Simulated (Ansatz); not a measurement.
**BH₆NSiZn: small, medium and large basis sets**

How large a basis does BH₆NSiZn need? Two functionals are run in growing sets.

Computed with Ansatz 0.2.0, Gaussian basis. Level: one geometry, several basis sets.

Levels to be run: PBE0-D4/def2-SVP; ωB97M-V/def2-SVP; PBE0-D4/def2-QZVPP; ωB97M-V/def2-QZVPP; the functionals' def2-TZVPP values are taken from earlier runs.

### Step 1. The geometry

An earlier PBE0-D4 in a triple-zeta def2 set relaxation fixed the geometry.

10 atoms, charge 0, spin multiplicity 1.

Atoms are counted from 1 here; the program's logs count them from 0.

Bond lengths: N1–B2 1.390 Å, N1–H5 1.006 Å, N1–H6 1.007 Å, B2–Si3 2.021 Å, B2–H10 1.200 Å, Si3–H7 1.490 Å, Si3–H8 1.494 Å, Si3–H9 1.496 Å. Angles: B2–N1–H5 123.7°, B2–N1–H6 123.0°, H5–N1–H6 113.3°, N1–B2–Si3 121.0°, N1–B2–H10 117.4°, Si3–B2–H10 121.4°, B2–Si3–H7 113.0°, B2–Si3–H8 112.4°, B2–Si3–H9 109.7°, H7–Si3–H8 107.7°, H7–Si3–H9 106.9°, H8–Si3–H9 106.7°.

### Step 2. PBE0-D4 in def2-SVP

in.yaml reads:

```yaml
crystal:
  periodic: [false, false, false]
  atoms:
    - {symbol: N, position_ang: [-1.075216, 1.223835, -0.382705]}
    - {symbol: B, position_ang: [0.171196, 0.760955, 0.022001]}
    - {symbol: Si, position_ang: [0.387328, -1.081901, 0.822447]}
    - {symbol: Zn, position_ang: [1.332573, -0.569691, -2.507712]}
    - {symbol: H, position_ang: [-1.909537, 0.660958, -0.376676]}
    - {symbol: H, position_ang: [-1.226250, 2.155220, -0.734328]}
    - {symbol: H, position_ang: [1.725365, -1.680354, 0.555576]}
    - {symbol: H, position_ang: [-0.645259, -2.042277, 0.329299]}
    - {symbol: H, position_ang: [0.232078, -1.008135, 2.308057]}
    - {symbol: H, position_ang: [1.091023, 1.530391, -0.033060]}
basis:
  gaussian: {orbitals: def2-SVP}
hamiltonian: {xc: pbe0, dispersion: d4}
output: {orbitals: {seedname: orbitals}}
```

Started as:

```sh
$ ansatz run in.yaml --threads 4 --pin off --events-out ev --progress --plain --max-ram 10444MiB
```

Further steps of the session: ωB97M-V in def2-SVP; PBE0-D4 in def2-QZVPP; ωB97M-V in def2-QZVPP.

**Question.** What will the summary of the whole plan be? Wanted: PBE0-D4: double and triple zeta above quadruple; ωB97M-V: double and triple zeta above quadruple.

As calculated:

| quantity | value |
| --- | --- |
| PBE0-D4: double and triple zeta above quadruple | 13.91, 1.54 eV |
| ωB97M-V: double and triple zeta above quadruple | 14.00, 1.48 eV |

What this shows: PBE0-D4 gains 12.37 eV from double to triple zeta, then 1.54 eV more. Total energies overstate the basis error of differences, where much of it tends to cancel. The LUMO of ωB97M-V is positive and keeps falling with the basis (0.94 to 0.44 eV): an unbound level that the basis holds in place.
